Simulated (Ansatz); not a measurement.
# Si2H4F2: small, medium and large basis sets

An exercise on one series of results from a longer session: the logs are not shown, and one member is left open.

Program: Ansatz 0.2.0, Gaussian basis. Level of theory: one geometry, several basis sets. These are calculated values, not measurements.

Levels to be run: PBE0-D4/def2-SVP; ωB97M-V/def2-SVP; PBE0-D4/def2-QZVPP; ωB97M-V/def2-QZVPP; the functionals' def2-TZVPP values are taken from earlier runs.

**The geometry**

The geometry comes from an earlier relaxation with PBE0-D4 in a triple-zeta def2 set; it is a stationary point, not always the lowest conformer.

SMILES `F[SiH](F)[SiH3]`, 8 atoms, charge 0, spin multiplicity 1.

Atoms are counted from 1 here; the program's logs count them from 0.

Bond lengths: F1–Si2 1.593 Å, Si2–F3 1.593 Å, Si2–Si4 2.342 Å, Si2–H5 1.482 Å, Si4–H6 1.486 Å, Si4–H7 1.486 Å, Si4–H8 1.485 Å. Angles: F1–Si2–F3 107.0°, F1–Si2–Si4 109.5°, F1–Si2–H5 107.3°, F3–Si2–Si4 109.5°, F3–Si2–H5 107.3°, Si4–Si2–H5 115.9°, Si2–Si4–H6 109.0°, Si2–Si4–H7 109.0°, Si2–Si4–H8 110.0°, H6–Si4–H7 109.2°, H6–Si4–H8 109.8°, H7–Si4–H8 109.8°.

Set-up of the first run:

Contents of in.yaml:

```yaml
crystal:
  periodic: [false, false, false]
  atoms:
    - {symbol: F, position_ang: [0.971879, -1.046394, 1.729473]}
    - {symbol: Si, position_ang: [1.061846, -0.320518, 0.313958]}
    - {symbol: F, position_ang: [1.618695, -1.392478, -0.725030]}
    - {symbol: Si, position_ang: [-1.075243, 0.372809, -0.346901]}
    - {symbol: H, position_ang: [2.080969, 0.748795, 0.431755]}
    - {symbol: H, position_ang: [-1.595194, 1.352307, 0.642905]}
    - {symbol: H, position_ang: [-0.983165, 1.025266, -1.679307]}
    - {symbol: H, position_ang: [-1.987686, -0.796786, -0.422653]}
basis:
  gaussian: {orbitals: def2-SVP}
hamiltonian: {xc: pbe0, dispersion: d4}
output: {orbitals: {seedname: orbitals}}
```

Steps of the session up to this table: PBE0-D4 in def2-SVP; ωB97M-V in def2-SVP; PBE0-D4 in def2-QZVPP; ωB97M-V in def2-QZVPP.

One of the session's tables, all rows but one given; the rest of the session is left out.

It belongs to the step «Density functionals: the series». 

```
functional       basis  HOMO (eV)  LUMO (eV)
   PBE0-D4    def2-SVP      -8.57      -0.12
   PBE0-D4  def2-TZVPP      -8.59      -0.43
   PBE0-D4  def2-QZVPP      -8.61      -0.52
   ωB97M-V    def2-SVP     -10.59       1.82
   ωB97M-V  def2-TZVPP          ?          ?
   ωB97M-V  def2-QZVPP     -10.68       1.11
```

**Question.** Estimate the row for ωB97M-V, def2-TZVPP.

The run gave: HOMO (eV): -10.66; LUMO (eV): 1.36. In the column «HOMO (eV)» it lies between ωB97M-V, def2-QZVPP (-10.68) and ωB97M-V, def2-SVP (-10.59).
